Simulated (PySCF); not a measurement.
**A diatomic session: KS**

An exercise on one series of results from a longer session: the logs are not shown, and one member is left open.

Method: K 6-31G(d,p), S 6-31G(d,p), no relativity; program: PySCF 2.14.0.

The first run:

A driver script around PySCF takes these settings:

* atoms: K, S
* charge: 0
* basis: K 6-31G(d,p), S 6-31G(d,p)
* Hamiltonian: no relativity
* basis functions: 50
* electrons treated: 35
* masses in u: 38.9637, 31.9721
* levels: PBE0, PBE, r²SCAN, revPBE, r²SCAN0, M06-2X, HF, MP2, SCS-MP2, CCSD, CCSD(T)
* grid: 80 radial by 434 angular points
* occupations: held fixed by the projection of orbital angular momentum
* dissociation limit: K + S, each in its ground configuration
* starting distance in angstrom: 2.930
* values of 2S to try: 1, 3

Command:

```bash
> OMP_NUM_THREADS=1 python dia.py task.json out
```

Steps of the session up to this table: Set-up; PBE0 along the bond; Higher solutions at PBE0; PBE (GGA); r²SCAN (meta-GGA); revPBE; r²SCAN0 (hybrid meta-GGA); M06-2X; UHF (mean field); MP2 and coupled cluster.

One of the session's tables, all rows but one given; the rest of the session is left out.

Energy (eV) from each level's lowest point:

```
R (Å)    UHF  UHF-MP2  UHF-SCS-MP2  UHF-CCSD  UHF-CCSD(T)
2.419  0.777    0.665        0.682       n/a          n/a
2.532  0.395    0.323        0.334     0.334        0.334
2.644  0.166    0.124        0.131     0.131        0.132
2.729  0.068    0.043        0.047     0.048        0.048
2.813  0.016    0.005        0.007     0.007        0.008
2.897  0.000    0.000        0.000     0.000        0.000
3.010  0.020    0.031        0.029     0.028        0.027
3.151      ?        ?            ?         ?            ?
3.319  0.222    0.247        0.240     0.236        0.232
3.544  0.431    0.460        0.451       n/a          n/a
```

**Question.** Estimate the row for R (Å) = 3.151.

Worked estimate for «UHF». A straight line through the neighbours (3.010, 0.020) and (3.319, 0.222) gives 0.020 + (0.222 − 0.020) × (3.151 − 3.010) / (3.319 − 3.010) = 0.112; a parabola fitted to 4 rows on both sides gives 0.098.

The run gave: UHF: 0.093; UHF-MP2: 0.112; UHF-SCS-MP2: 0.107; UHF-CCSD: 0.105; UHF-CCSD(T): 0.103. In «UHF» the line misses by +0.019 and the parabola by +0.005.
